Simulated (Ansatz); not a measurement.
Runs of Ansatz 0.2.0 on MoI. It takes space group P4/mmm (No. 123, tetragonal). The conventional cell has a = 3.623 Å, b = 3.623 Å, c = 5.042 Å, α = 90.00°, β = 90.00°, γ = 90.00°. Mo (site symmetry 4/mmm) is surrounded by 4 I at 2.56 Å. I (site symmetry 4/mmm) has 4 Mo at 2.56 Å as nearest neighbours. The cell was built by a generator and needn't be a form met in nature.

```tsv
task	level	cell	k mesh	points for each segment of the path	gap on the mesh (eV)	pressure (GPa)	relaxed volume (Å³/atom)
relaxation of cell and atoms	PBEsol	relaxed	7 × 7 × 5	-	none	0.0	22.72
relaxation of cell and atoms	RPBE	relaxed	7 × 7 × 5	-	none	0.0	24.58
band structure	LDA	as given	5 × 5 × 4	14	none	(b)	-
relaxation of cell and atoms	PBE+D4	relaxed	7 × 7 × 5	-	none	0.0	(a)
relaxation of cell and atoms	PBE	relaxed	7 × 7 × 5	-	none	0.0	23.94
```

Alike in all rows: potentials or basis Ansatz PAW; no spin polarisation; cutoff (eV) 420; smearing fermi-dirac 0.05 eV.

Fill in the values left out.

(a) 22.97; (b) 5.8.

Caveats: an odd number of electrons without spin polarisation forces a metal; a magnetic or distorted state may lie lower; the volume moved by over 15 % at a fixed basis, so the end points are rough (some runs); the plane-wave basis is chosen anew once the cell has moved, so the energies of steps on either side of that aren't comparable (some runs); this functional lacks dispersion, which binds the layers, so the pressure and a relaxed spacing across them are unreliable (some runs); the PAW data sets come from PBE, with cores solved anew for the run's functional, which leaves a small shift of forces and pressure (some runs); the potentials were made for another functional, which shifts forces and pressure (some runs).

A k mesh can miss the band edges, and the runs leave out spin-orbit coupling on I, Mo.

A gap of «none» marks a metal or a gap under the smearing width.

Not every run made on this cell is shown here.
